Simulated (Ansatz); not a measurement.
**CHClGa+ (triplet): from Hartree-Fock to the top rungs, cc-pVTZ**

How much of the correlation energy of CHClGa+ (triplet) does each wave-function method recover here?

Method: cc-pVTZ, core rule «outside noble gas», up to 20 orbitals frozen; program: Ansatz 0.2.0, Gaussian basis.

Plan: UHF; CCSD(T) on ROHF; CCSD(T) on UHF; BCCD(T) on ROHF; CCSDT(Q) on ROHF; CCSDT(Q) on UHF.

5 further runs of the same task are left out: 5 set aside as unsound or not needed. Runs told in other sessions of the task aren't counted.

### 1 The system

The geometry is a PBE0/def2-TZVP stationary point (not a proven minimum) of the parent state, kept for this charge and spin. No spin-orbit coupling is included. The filled d shell of Ga may be among the frozen orbitals whatever the setting's name suggests.

4 atoms, charge 1, spin multiplicity 3.

Atoms are counted from 1 here; the program's logs count them from 0.

Bond lengths: Cl1–C2 1.726 Å, C2–Ga3 2.034 Å, C2–H4 1.091 Å. Angles: Cl1–C2–Ga3 113.0°, Cl1–C2–H4 110.2°, Ga3–C2–H4 136.8°.

In the tables R marks a restricted open-shell determinant and U an unrestricted one; energies count from the table's Hartree-Fock row.

### 2 UHF

in.yaml reads:

```yaml
crystal:
  periodic: [false, false, false]
  atoms:
    - {symbol: Cl, position_ang: [0.000000, -0.224282, 1.993212]}
    - {symbol: C, position_ang: [0.000000, 0.873891, 0.661996]}
    - {symbol: Ga, position_ang: [0.000000, -0.064009, -1.142342]}
    - {symbol: H, position_ang: [0.000000, 1.903187, 1.023017]}
basis:
  gaussian: {orbitals: cc-pVTZ}
total_charge: 1
magnetization: {spin_polarized: true, initial_magnetization: 2}
hamiltonian: {xc: hf}
output: {orbitals: {seedname: orbitals}}
```

On the command line:

```
$ ansatz run in.yaml --threads 1 --pin off --events-out ev --progress --plain --max-ram 4096MiB --backend cpu
```

The program printed:

```text
Functional definition: HF
  name "HF"
  cite "Fock, Z. Phys. 61, 126 (1930) doi:10.1007/BF01340294"
  parent pbe
  exchange = exact_x
  correlation = 0
1113 factors; their error is unknown
mean field evaluation 1: about -65872.3415 eV, gradient 2.1e1 eV
mean field evaluation 2: about -65875.0787 eV, gradient 1.1e1 eV
mean field evaluation 4: about -65875.9258 eV, gradient 1.6e0 eV
mean field evaluation 8: about -65875.9826 eV, gradient 1.6e-1 eV
mean field evaluation 16: about -65877.1466 eV, gradient 5.8e-4 eV
mean field -65877.14661617 eV, -2420.9404850106 hartree, gradient 1.6e-5 eV, S^2 2.060391; 1 other end points of the search recorded, 0 dependent functions left out
reference -65877.14661617 eV, -2420.9404850106 hartree; 28, 26 occupied and 93, 95 virtual orbitals, 1113 factors
Total energy: -65877.14661617 eV, -2420.9404850106 hartree
```

It took 3.5 s on 1 thread of AMD EPYC 7R13, shared host; peak memory 0.32 GiB.

From the report: ⟨S²⟩ of the determinant 2.060 (pure triplet: 2.00).

### 3 CCSD(T) on ROHF

in.yaml: that of step 2 with these lines changed.

```diff
@@ -10,4 +10,3 @@
 total_charge: 1
-magnetization: {spin_polarized: true, initial_magnetization: 2}
-hamiltonian: {xc: hf}
-output: {orbitals: {seedname: orbitals}}
+magnetization: {spin_polarized: false, initial_magnetization: 2}
+correlation: {method: ccsd_t, electrons: outside_noble_gas}
```

On the command line:

```
$ ansatz run in.yaml --threads 2 --pin off --events-out ev --progress --plain --max-ram 24576MiB --backend cuda --devices 0, --max-vram 18GiB
```

The program printed (excerpt; [...] marks lines left out):

```text
Functional definition: HF
  name "HF"
  cite "Fock, Z. Phys. 61, 126 (1930) doi:10.1007/BF01340294"
  parent pbe
[...]
742 factors; integrals over basis functions are off by at most 1.1e-3 eV
[...]
mean field -65876.77239352 eV, -2420.9267325818 hartree, gradient 3.0e-6 eV, S^2 2.000000; 6 other end points of the search recorded, 0 dependent functions left out
[...]
determinant -65876.77239352 eV, -2420.9267325818 hartree, with singles and doubles -65887.64935526 eV, -2421.3264535529 hartree
determinant -65874.45914683 eV, -2420.8417223340 hartree, with singles and doubles -65884.85863618 eV, -2421.2238965183 hartree
determinant -65873.75776584 eV, -2420.8159470579 hartree, with singles and doubles -65884.99527199 eV, -2421.2289177920 hartree
determinant -65873.54492974 eV, -2420.8081254756 hartree, with singles and doubles -65883.94873761 eV, -2421.1904583626 hartree
determinant -65876.77239352 eV, -2420.9267325818 hartree, with singles and doubles -65887.56213686 eV, -2421.3232483359 hartree
determinant -65874.45914683 eV, -2420.8417223340 hartree, with singles and doubles -65884.81073461 eV, -2421.2221361683 hartree
determinant -65873.75776584 eV, -2420.8159470579 hartree, with singles and doubles -65884.89622020 eV, -2421.2252777057 hartree
20 core orbitals not correlated: weight in the atoms' cores, before any rotation towards them, 0.993 or more for the frozen orbitals, at most 0.005 for the correlated occupied ones
reference -65876.77239352 eV, -2420.9267325818 hartree; 8, 6 occupied and 93, 95 virtual orbitals, 742 factors
second order -9.78098479 eV of doubles, -0.16742933 eV of singles
cycle   1  -10.79074118 eV  change   -1.0e-3 eV  update   2.5e-3
[...]
cycle   9  -10.79239720 eV  change    1.2e-5 eV  update   9.7e-6
perturbative correction -0.51523814 eV, -0.0189346523 hartree
Total energy: -65888.08002886 eV, -2421.3422805159 hartree
```

It took 20 s on 1 × H100 (card shared with other runs) with 2 threads of AMD EPYC 7R13, shared host; peak host memory 0.82 GiB.

From the report: correlation -11.3076 eV; T1 0.035; largest double amplitude 0.04.

### 4 CCSD(T) on UHF

in.yaml: that of step 3 with these lines changed.

```diff
@@ -10,3 +10,3 @@
 total_charge: 1
-magnetization: {spin_polarized: false, initial_magnetization: 2}
+magnetization: {spin_polarized: true, initial_magnetization: 2}
 correlation: {method: ccsd_t, electrons: outside_noble_gas}
```

The command is unchanged.

The program printed (excerpt; [...] marks lines left out):

```text
Functional definition: HF
  name "HF"
  cite "Fock, Z. Phys. 61, 126 (1930) doi:10.1007/BF01340294"
  parent pbe
[...]
742 factors; integrals over basis functions are off by at most 1.1e-3 eV
[...]
mean field -65877.14747225 eV, -2420.9405164710 hartree, gradient 8.0e-6 eV, S^2 2.060391; 4 other end points of the search recorded, 0 dependent functions left out
determinant -65877.14747225 eV, -2420.9405164710 hartree, with singles and doubles -65887.66040162 eV, -2421.3268594993 hartree
determinant -65874.50924066 eV, -2420.8435632483 hartree, with singles and doubles -65884.88521792 eV, -2421.2248733796 hartree
determinant -65874.13708224 eV, -2420.8298866784 hartree, with singles and doubles -65884.94614129 eV, -2421.2271122721 hartree
determinant -65873.85061277 eV, -2420.8193591196 hartree, with singles and doubles -65883.95561489 eV, -2421.1907110982 hartree
determinant -65877.14747225 eV, -2420.9405164710 hartree, with singles and doubles -65887.58850558 eV, -2421.3242173686 hartree
determinant -65874.50924066 eV, -2420.8435632483 hartree, with singles and doubles -65884.83499166 eV, -2421.2230275983 hartree
determinant -65874.13708224 eV, -2420.8298866784 hartree, with singles and doubles -65884.86473444 eV, -2421.2241206253 hartree
20 core orbitals not correlated: weight in the atoms' cores, before any rotation towards them, 0.990 or more for the frozen orbitals, at most 0.007 for the correlated occupied ones
reference -65877.14747225 eV, -2420.9405164710 hartree; 8, 6 occupied and 93, 95 virtual orbitals, 742 factors
second order -9.46155335 eV of doubles, -0.00000000 eV of singles
cycle   1  -10.44200170 eV  change   -9.7e-4 eV  update   2.6e-3
[...]
cycle   9  -10.44420292 eV  change    4.3e-6 eV  update   8.8e-6
perturbative correction -0.49101431 eV, -0.0180444431 hartree
Total energy: -65888.08268948 eV, -2421.3423782919 hartree
```

Wall time 9 s (1 × H100 (card shared with other runs) with 2 threads of AMD EPYC 7R13, shared host); peak host memory 0.81 GiB.

From the report: ⟨S²⟩ of the determinant 2.060 (pure triplet: 2.00); correlation -10.9352 eV; T1 0.030; largest double amplitude 0.04.

### 5 BCCD(T) on ROHF

in.yaml: that of step 4 with these lines changed.

```diff
@@ -10,3 +10,3 @@
 total_charge: 1
-magnetization: {spin_polarized: true, initial_magnetization: 2}
-correlation: {method: ccsd_t, electrons: outside_noble_gas}
+magnetization: {spin_polarized: false, initial_magnetization: 2}
+correlation: {method: bccd_t, electrons: outside_noble_gas}
```

The command is unchanged.

The program printed (excerpt; [...] marks lines left out):

```text
Functional definition: HF
  name "HF"
  cite "Fock, Z. Phys. 61, 126 (1930) doi:10.1007/BF01340294"
  parent pbe
[...]
742 factors; integrals over basis functions are off by at most 1.1e-3 eV
[...]
mean field -65876.77239352 eV, -2420.9267325818 hartree, gradient 3.0e-6 eV, S^2 2.000000; 6 other end points of the search recorded, 0 dependent functions left out
[...]
determinant -65876.77239352 eV, -2420.9267325818 hartree, with singles and doubles -65887.64935526 eV, -2421.3264535529 hartree
determinant -65874.45914683 eV, -2420.8417223340 hartree, with singles and doubles -65884.85863618 eV, -2421.2238965183 hartree
determinant -65873.75776584 eV, -2420.8159470579 hartree, with singles and doubles -65884.99527199 eV, -2421.2289177920 hartree
determinant -65873.54492974 eV, -2420.8081254756 hartree, with singles and doubles -65883.94873761 eV, -2421.1904583626 hartree
determinant -65876.77239352 eV, -2420.9267325818 hartree, with singles and doubles -65887.56213686 eV, -2421.3232483359 hartree
determinant -65874.45914683 eV, -2420.8417223340 hartree, with singles and doubles -65884.81073461 eV, -2421.2221361683 hartree
determinant -65873.75776584 eV, -2420.8159470579 hartree, with singles and doubles -65884.89622020 eV, -2421.2252777057 hartree
20 core orbitals not correlated: weight in the atoms' cores, before any rotation towards them, 0.993 or more for the frozen orbitals, at most 0.005 for the correlated occupied ones
reference -65876.77239352 eV, -2420.9267325818 hartree; 8, 6 occupied and 93, 95 virtual orbitals, 742 factors
second order -9.78098479 eV of doubles, -0.16742933 eV of singles
cycle   1  -10.77498546 eV  change    1.5e-2 eV  update   1.5e-2
[...]
cycle  11  -10.77659205 eV  change   -4.6e-6 eV  update   1.5e-5
perturbative correction -0.53076601 eV, -0.0195052910 hartree
Total energy: -65888.07975157 eV, -2421.3422703259 hartree
```

Run time: 8.5 s. Hardware: 1 × H100 (card shared with other runs) with 2 threads of AMD EPYC 7R13, shared host; peak host memory 0.82 GiB.

From the report: correlation -11.3074 eV; largest double amplitude 0.04.

### 6 CCSDT(Q) on ROHF

in.yaml: that of step 5 with these lines changed.

```diff
@@ -11,2 +11,2 @@
 magnetization: {spin_polarized: false, initial_magnetization: 2}
-correlation: {method: bccd_t, electrons: outside_noble_gas}
+correlation: {method: ccsdt_q, electrons: outside_noble_gas}
```

The command is unchanged.

The program printed (excerpt; [...] marks lines left out):

```text
Functional definition: HF
  name "HF"
  cite "Fock, Z. Phys. 61, 126 (1930) doi:10.1007/BF01340294"
  parent pbe
[...]
1504 factors; integrals over basis functions are off by at most 2.4e-7 eV
[...]
mean field -65876.77245057 eV, -2420.9267346782 hartree, gradient 2.1e-6 eV, S^2 2.000000; 6 other end points of the search recorded, 0 dependent functions left out
[...]
determinant -65876.77245057 eV, -2420.9267346782 hartree, with singles and doubles -65887.64943740 eV, -2421.3264565717 hartree
determinant -65874.45920226 eV, -2420.8417243708 hartree, with singles and doubles -65884.85871183 eV, -2421.2238992985 hartree
determinant -65873.75782553 eV, -2420.8159492514 hartree, with singles and doubles -65884.99528060 eV, -2421.2289181083 hartree
determinant -65873.54498794 eV, -2420.8081276144 hartree, with singles and doubles -65883.94879726 eV, -2421.1904605547 hartree
determinant -65876.77245057 eV, -2420.9267346782 hartree, with singles and doubles -65887.56218944 eV, -2421.3232502684 hartree
determinant -65874.45920226 eV, -2420.8417243708 hartree, with singles and doubles -65884.81078505 eV, -2421.2221380221 hartree
determinant -65873.75782553 eV, -2420.8159492514 hartree, with singles and doubles -65884.89619740 eV, -2421.2252768679 hartree
20 core orbitals not correlated: weight in the atoms' cores, before any rotation towards them, 0.993 or more for the frozen orbitals, at most 0.005 for the correlated occupied ones
reference -65876.77245057 eV, -2420.9267346782 hartree; 8, 6 occupied and 93, 95 virtual orbitals, 1504 factors
second order -9.78101573 eV of doubles, -0.16742985 eV of singles
cycle   1  -10.37474552 eV  change   -4.2e-1 eV  update   1.1e-1
[...]
cycle  22  -11.33948427 eV  change    5.6e-7 eV  update   7.1e-7
perturbative correction -0.02947996 eV, -0.0010833687 hartree
Total energy: -65888.14141480 eV, -2421.3445364075 hartree
```

It took 71 s on 1 × H100 (card shared with other runs) with 2 threads of AMD EPYC 7R13, shared host; peak host memory 1.6 GiB.

From the report: correlation -11.3690 eV; T1 0.039; largest double amplitude 0.06.

### 7 CCSDT(Q) on UHF

in.yaml: that of step 6 with these lines changed.

```diff
@@ -10,3 +10,3 @@
 total_charge: 1
-magnetization: {spin_polarized: false, initial_magnetization: 2}
+magnetization: {spin_polarized: true, initial_magnetization: 2}
 correlation: {method: ccsdt_q, electrons: outside_noble_gas}
```

Launched as before.

The program printed (excerpt; [...] marks lines left out):

```text
Functional definition: HF
  name "HF"
  cite "Fock, Z. Phys. 61, 126 (1930) doi:10.1007/BF01340294"
  parent pbe
[...]
1504 factors; integrals over basis functions are off by at most 2.4e-7 eV
[...]
mean field -65877.14753090 eV, -2420.9405186263 hartree, gradient 1.3e-6 eV, S^2 2.060391; 4 other end points of the search recorded, 0 dependent functions left out
determinant -65877.14753090 eV, -2420.9405186263 hartree, with singles and doubles -65887.66048340 eV, -2421.3268625047 hartree
determinant -65874.50929607 eV, -2420.8435652846 hartree, with singles and doubles -65884.88529431 eV, -2421.2248761867 hartree
determinant -65874.13714196 eV, -2420.8298888733 hartree, with singles and doubles -65884.94605458 eV, -2421.2271090855 hartree
determinant -65873.85067107 eV, -2420.8193612621 hartree, with singles and doubles -65883.95568111 eV, -2421.1907135316 hartree
determinant -65877.14753090 eV, -2420.9405186263 hartree, with singles and doubles -65887.58855841 eV, -2421.3242193099 hartree
determinant -65874.50929607 eV, -2420.8435652846 hartree, with singles and doubles -65884.83504200 eV, -2421.2230294484 hartree
determinant -65874.13714196 eV, -2420.8298888733 hartree, with singles and doubles -65884.86461902 eV, -2421.2241163839 hartree
20 core orbitals not correlated: weight in the atoms' cores, before any rotation towards them, 0.990 or more for the frozen orbitals, at most 0.007 for the correlated occupied ones
reference -65877.14753090 eV, -2420.9405186263 hartree; 8, 6 occupied and 93, 95 virtual orbitals, 1504 factors
second order -9.46158119 eV of doubles, -0.00000000 eV of singles
cycle   1  -9.99452824 eV  change   -5.3e-1 eV  update   1.1e-1
[...]
cycle  22  -10.97660289 eV  change    7.4e-7 eV  update   8.4e-7
perturbative correction -0.03231352 eV, -0.0011875000 hartree
Total energy: -65888.15644731 eV, -2421.3450888422 hartree
```

It took 97 s on 1 × H100 (card shared with other runs) with 2 threads of AMD EPYC 7R13, shared host; peak host memory 1.4 GiB.

From the report: ⟨S²⟩ of the determinant 2.060 (pure triplet: 2.00); correlation -11.0089 eV; T1 0.034; largest double amplitude 0.05.

### 8 All levels against the top one

The yardstick is UCCSDT(Q), where the cluster series has nearly closed. Rows without a time are mean-field rows or come out of runs for another level: lower rungs of the coupled-cluster runs, or the Hartree-Fock search.

Differences are taken before rounding.

| method | energy from the lowest ROHF (kcal/mol) | from UCCSDT(Q) (kcal/mol) | time |
| --- | --- | --- | --- |
| ROHF | 0.00 | +262.52 |  |
| UHF | -8.65 | +253.87 |  |
| RMP2 | -229.42 | +33.11 |  |
| UMP2 | -226.84 | +35.68 |  |
| RCCSD | -248.88 | +13.64 |  |
| UCCSD | -249.50 | +13.02 |  |
| RCCSD(T) | -260.76 | +1.76 | 20 s |
| UCCSD(T) | -260.82 | +1.70 | 9 s |
| BCCD(T) | -260.75 | +1.77 | 8.5 s |
| RCCSDT | -261.50 | +1.03 |  |
| UCCSDT | -261.78 | +0.75 |  |
| RCCSDT(Q) | -262.18 | +0.35 | 71 s |
| UCCSDT(Q) | -262.52 | 0 | 97 s |

Among the levels timed on like hardware and quicker than the yardstick, those that no quicker one beats, quickest first: BCCD(T) (8.5 s, +1.77 kcal/mol); UCCSD(T) (9 s, +1.70 kcal/mol); RCCSDT(Q) (71 s, +0.35 kcal/mol).

### 9 Outcome

```
                         quantity              value
    UCCSDT(Q) from the ROHF energy        -11.3841 eV
              RMP2 from UCCSDT(Q)    +33.11 kcal/mol
              UMP2 from UCCSDT(Q)    +35.68 kcal/mol
             RCCSD from UCCSDT(Q)    +13.64 kcal/mol
          RCCSD(T) from UCCSDT(Q)     +1.76 kcal/mol
          UCCSD(T) from UCCSDT(Q)     +1.70 kcal/mol
         RCCSDT(Q) from UCCSDT(Q)     +0.35 kcal/mol
levels within 1 kcal/mol (43 meV)  UCCSDT, RCCSDT(Q)
                    T1 diagnostic              0.035
```

What this shows: RCCSD(T) lands +1.76 kcal/mol from the yardstick (0.7 % of the correlation energy). These misses are within one basis, not against nature; the frozen cores of restricted and unrestricted runs differ, which can shift their rows.

RCCSDT(Q) reaches 0.35 kcal/mol from the reference in 71 s, where UCCSDT(Q) took 97 s; the quickest level in the cost chart, BCCD(T), takes 8.5 s and misses by 1.77 kcal/mol.
